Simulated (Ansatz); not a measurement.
# [GeH3]− (SMILES [GeH3-]): RPA@PBE/STO-3G

What is the vertical singlet–triplet gap of [GeH3]− at RPA@PBE/STO-3G? 

The calculation is run with Ansatz 0.2.0.

3 further runs of the same task are left out: 2 that didn't finish, 1 set aside as unsound or not needed.

### Step 1. The system as given

[GeH3]− has 4 atoms, charge -1, and is taken as a singlet. As SMILES, `[GeH3-]`. Geometry: a GFN2-xTB relaxation, a rough one for these elements and not checked as a minimum.

Bond lengths: Ge1–H2 1.750 Å, Ge1–H3 1.752 Å, Ge1–H4 1.758 Å. Angles: H2–Ge1–H3 89.2°, H2–Ge1–H4 89.5°, H3–Ge1–H4 89.4°.

### Step 2. A single-point energy at RPA@PBE/STO-3G

File run.yaml:

```yaml
crystal:
  periodic: [false, false, false]
  atoms:
    - {symbol: Ge, position_ang: [0.468920, -0.274960, -0.542070]}
    - {symbol: H, position_ang: [0.935040, 0.154290, 1.089240]}
    - {symbol: H, position_ang: [-0.940860, -1.090590, 0.102250]}
    - {symbol: H, position_ang: [-0.463100, 1.211260, -0.649430]}
basis:
  gaussian:
    orbitals: STO-3G
total_charge: -1
hamiltonian:
  xc: {name: PBE}
correlation:
  method: rpa
  frozen_orbitals: {Ge: 9, H: 0}
accuracy: high
```

Started as:

```bash
$ ansatz run run.yaml --threads 1 --pin off --max-ram 2610MiB --events-out events.jsonl --progress --plain --runs-dir runs
```

The program printed:

```text
Warning: RAYON_NUM_THREADS=1 ignored (pool sized by the plan → 1); use --threads N
Functional definition: PBE
  name "PBE"
  parameter kappa = 0.804
  parameter beta = 0.06672455060314922
  exchange = pbe_x(kappa = kappa, mu = beta*pi^2/3)
  correlation = pbe_c(beta = beta)
256 factors; integrals over basis functions are off by at most 1.2e-8 eV
mean field evaluation 1: about -55739.6918 eV, gradient 1.6e2 eV
mean field evaluation 2: about -55739.6523 eV, gradient 1.6e2 eV
mean field evaluation 4: about -55886.9379 eV, gradient 4.2e1 eV
mean field evaluation 8: about -55898.7191 eV, gradient 1.1e0 eV
mean field evaluation 16: about -55898.5855 eV, gradient 4.0e-4 eV
mean field evaluation 32: about -55819.4935 eV, gradient 1.2e2 eV
mean field evaluation 64: about -55883.1397 eV, gradient 6.0e1 eV
mean field -55898.58553271 eV, -2054.2351289051 hartree, gradient 6.8e-9 eV, S^2 0.000000; 2 other end points of the search recorded, 0 dependent functions left out
9 core orbitals not correlated: weight in the atoms' cores, before any rotation towards them, 1.000 or more for the frozen orbitals, at most 0.000 for the correlated occupied ones
reference -55869.84336803 eV, -2053.1788738351 hartree; 9, 9 occupied and 3, 3 virtual orbitals, 256 factors
Total energy: -55873.88707581 eV, -2053.3274773550 hartree
```

It took 1.1 s on 1 thread of Intel Xeon Platinum 8559C (Emerald Rapids), shared host.

### Step 3. The triplet, same level

File in.yaml:

```yaml
basis:
  gaussian: {orbitals: STO-3G}
crystal:
  periodic: [false, false, false]
  atoms:
    - {symbol: Ge, position_ang: [0.468920, -0.274960, -0.542070]}
    - {symbol: H, position_ang: [0.935040, 0.154290, 1.089240]}
    - {symbol: H, position_ang: [-0.940860, -1.090590, 0.102250]}
    - {symbol: H, position_ang: [-0.463100, 1.211260, -0.649430]}
magnetization: {spin_polarized: true, initial_magnetization: 2}
accuracy: high
correlation: {method: rpa, frozen_orbitals: {Ge: 9, H: 0}}
total_charge: -1
hamiltonian: {xc: pbe}
```

Started as:

```bash
$ ansatz run in.yaml --threads 1 --pin off --max-ram 2610MiB --events-out events.jsonl --progress --plain --runs-dir runs
```

The program printed, shortened:

```text
Warning: RAYON_NUM_THREADS=1 ignored (pool sized by the plan → 1); use --threads N
[... 2 set-up lines as earlier in the session ...]
[...]
256 factors; integrals over basis functions are off by at most 1.2e-8 eV
[...]
mean field -55892.37867801 eV, -2054.0070312021 hartree, gradient 4.8e-8 eV, S^2 2.002490; 18 other end points of the search recorded, 0 dependent functions left out
9 core orbitals not correlated: weight in the atoms' cores, before any rotation towards them, 1.000 or more for the frozen orbitals, at most 0.000 for the correlated occupied ones
reference -55862.66370790 eV, -2052.9150261918 hartree; 10, 8 occupied and 2, 4 virtual orbitals, 256 factors
Total energy: -55868.64710447 eV, -2053.1349119603 hartree
```

Run time: 5.4 s. Hardware: 1 thread of Intel Xeon Platinum 8559C (Emerald Rapids), shared host; peak memory 0.13 GiB.

### Step 4. Results

Level: RPA@PBE/STO-3G, 9 core orbitals frozen.

```
                                        quantity           value
                           singlet: total energy  -2053.32748 Eh
       singlet: RPA correlation energy (valence)      -148.6 mEh
                           triplet: total energy  -2053.13491 Eh
       triplet: RPA correlation energy (valence)      -219.9 mEh
      triplet: ⟨S²⟩ of the reference determinant           2.002
vertical energy of the triplet above the singlet        5.240 eV
```

At this shape the triplet lies 5.24 eV (506 kJ/mol) above the singlet. For an anion a state so high probably lies above electron detachment. In a minimal basis such a difference can be off by several eV, whatever the method.
